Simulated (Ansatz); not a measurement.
# CCl₂FGeNO: up Jacob's ladder to CCSD(T)

One table from this session's results is given with a row withheld; the runs are named, their logs left out.

Method: functionals in def2-TZVPP, the program's frozen cores in correlated methods; program: Ansatz 0.2.0, Gaussian basis.

The runs, in order: LDA (SPW92), PBE-D4, revPBE-D4, BLYP-D4, r2SCAN-D4, B97M-V, PBE0-D4, B3LYP-D4, r2SCANh-D4, r2SCAN0-D4, HSE06-D4, BHLYP-D4, CAM-B3LYP-D4, LC-ωPBE, ωB97X-V, ωB97M-V, B2PLYP, PBE-QIDH; CCSD(T)/def2-SVP; CCSD(T)/def2-TZVPP; CCSD(T)/def2-QZVPP; extrapolation to the limit; RPA on PBE.

## The relaxed structure

All runs share one geometry, relaxed beforehand with PBE0-D4 in a triple-zeta def2 set.

SMILES `O=C=[N][Ge]([F])([Cl])[Cl]`, 7 atoms, charge 0, spin multiplicity 1.

Atoms are counted from 1 here; the program's logs count them from 0.

Bond lengths: O1–C2 1.158 Å, C2–N3 1.207 Å, N3–Ge4 1.793 Å, Ge4–F5 1.706 Å, Ge4–Cl6 2.108 Å, Ge4–Cl7 2.108 Å. Angles: O1–C2–N3 175.8°, C2–N3–Ge4 136.7°, N3–Ge4–F5 105.7°, N3–Ge4–Cl6 111.8°, N3–Ge4–Cl7 111.8°, F5–Ge4–Cl6 108.1°, F5–Ge4–Cl7 108.1°, Cl6–Ge4–Cl7 111.2°.

Geometry (Å):

```xyz
7

O    -2.2604    1.2973    1.3800
C    -1.5989    0.6087    0.7255
N    -0.9831   -0.1523    0.0188
Ge    0.7316   -0.4115   -0.4366
F     0.7271   -1.7325   -1.5167
Cl    1.9122   -0.9339    1.2297
Cl    1.5328    1.2562   -1.4465
```

Set-up of the first run:

File in.yaml:

```yaml
crystal:
  periodic: [false, false, false]
  atoms:
    - {symbol: O, position_ang: [-2.260434, 1.297316, 1.380033]}
    - {symbol: C, position_ang: [-1.598896, 0.608669, 0.725544]}
    - {symbol: N, position_ang: [-0.983129, -0.152316, 0.018758]}
    - {symbol: Ge, position_ang: [0.731597, -0.411500, -0.436554]}
    - {symbol: F, position_ang: [0.727100, -1.732471, -1.516743]}
    - {symbol: Cl, position_ang: [1.912191, -0.933923, 1.229697]}
    - {symbol: Cl, position_ang: [1.532770, 1.256226, -1.446534]}
basis:
  gaussian: {orbitals: def2-TZVPP}
hamiltonian: {xc: lda}
output: {orbitals: {seedname: orbitals}}
```

Among the steps run: LDA; PBE-D4 (GGA); revPBE-D4 (GGA); BLYP-D4 (GGA); r2SCAN-D4 (meta-GGA); B97M-V (meta-GGA); PBE0-D4 (hybrid); B3LYP-D4 (hybrid); r2SCANh-D4 (hybrid); r2SCAN0-D4 (hybrid); HSE06-D4 (hybrid); BHLYP-D4 (hybrid); CAM-B3LYP-D4 (range-separated); LC-ωPBE (range-separated); ωB97X-V (range-separated); ωB97M-V (range-separated); B2PLYP (double hybrid); PBE-QIDH (double hybrid).

One table of the session follows, with a row left open; its other results are not shown here.

It belongs to the step «Frontier levels by functional». 

| functional | HOMO (eV) | LUMO (eV) | gap (eV) |
| --- | --- | --- | --- |
| LDA (SPW92) | -8.28 | -3.16 | 5.12 |
| PBE-D4 | -8.05 | -2.82 | 5.23 |
| revPBE-D4 | -7.97 | -2.70 | 5.27 |
| BLYP-D4 | -7.90 | -2.76 | 5.13 |
| r2SCAN-D4 | -8.41 | -2.57 | 5.84 |
| B97M-V | -8.42 | -2.44 | 5.98 |
| PBE0-D4 | -9.51 | -1.81 | 7.70 |
| B3LYP-D4 | -9.23 | -2.13 | 7.10 |
| r2SCANh-D4 | -8.95 | -2.21 | 6.74 |
| r2SCAN0-D4 | -9.76 | -1.66 | 8.10 |
| HSE06-D4 | -9.11 | -2.18 | 6.93 |
| BHLYP-D4 | -10.84 | -0.71 | 10.13 |
| CAM-B3LYP-D4 | ? | ? | ? |
| LC-ωPBE | -12.25 | 0.56 | 12.81 |
| ωB97X-V | -11.86 | 0.49 | 12.35 |
| ωB97M-V | -11.74 | 0.35 | 12.09 |

Q: Estimate the row for CAM-B3LYP-D4 from the others.

The run gave: HOMO (eV): -10.88; LUMO (eV): -0.74; gap (eV): 10.14. In the column «HOMO (eV)» it lies between ωB97M-V (-11.74) and BHLYP-D4 (-10.84).
